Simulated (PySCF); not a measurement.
# C4H7ClGeO: the cost of one run

The runs use PySCF 2.14.0, with density-fitted response routines of our own; the level of theory stands in each step. All values are computed, except where a source is named. Atoms are numbered from 0 throughout.

### 1 The starting structure

14 atoms, charge 0, multiplicity 1; geometry from: GFN2-xTB.

Bonds of the start (Å): Cl0–Ge1 2.11, Ge1–C2 1.98, C2–C3 1.50, C3–C4 1.33, C4–O5 1.36, O5–C6 1.41, C6–Ge1 2.00, Ge1–H7 1.52, C2–H8 1.10, C2–H9 1.09, C3–H10 1.08, C4–H11 1.08, C6–H12 1.10, C6–H13 1.09.

### 2 Ultraviolet spectrum: PBE0/def2-SVPD

What the job is given:

```
{"job": {"kind": "uv", "xc": "PBE0", "basis": "def2-SVPD", "nstates": 8, "ntriplets": 3}, "charge": 0, "multiplicity": 1}
Cl    -2.754558     1.165464    -1.363747
Ge    -1.383180     0.529176     0.113740
C      0.391639     1.388458    -0.105115
C      1.483777     0.398052     0.189958
C      1.385625    -0.905975     0.419532
O      0.312919    -1.739312     0.444023
C     -0.865379    -1.369550    -0.243824
H     -2.016869     0.751834     1.479553
H      0.507514     1.769168    -1.126260
H      0.507403     2.248998     0.557107
H      2.480099     0.818451     0.218827
H      2.272954    -1.475632     0.669970
H     -0.706299    -1.475809    -1.327657
H     -1.616323    -2.103797     0.051726
```

With the program's defaults for keys left out, this is: TDDFT PBE0/def2-SVPD, vertical, gas phase, core orbitals frozen in the response.

Launch:

```console
$ OMP_NUM_THREADS=1 python probes_run.py task.json out
```

One launch serves the whole session: the jobs run in the order shown.

**Question.** How long does this job take on 1 thread of Arm Neoverse V2, shared host, and how much memory does it need?

About 62 s, with a peak of 0.92 GiB.
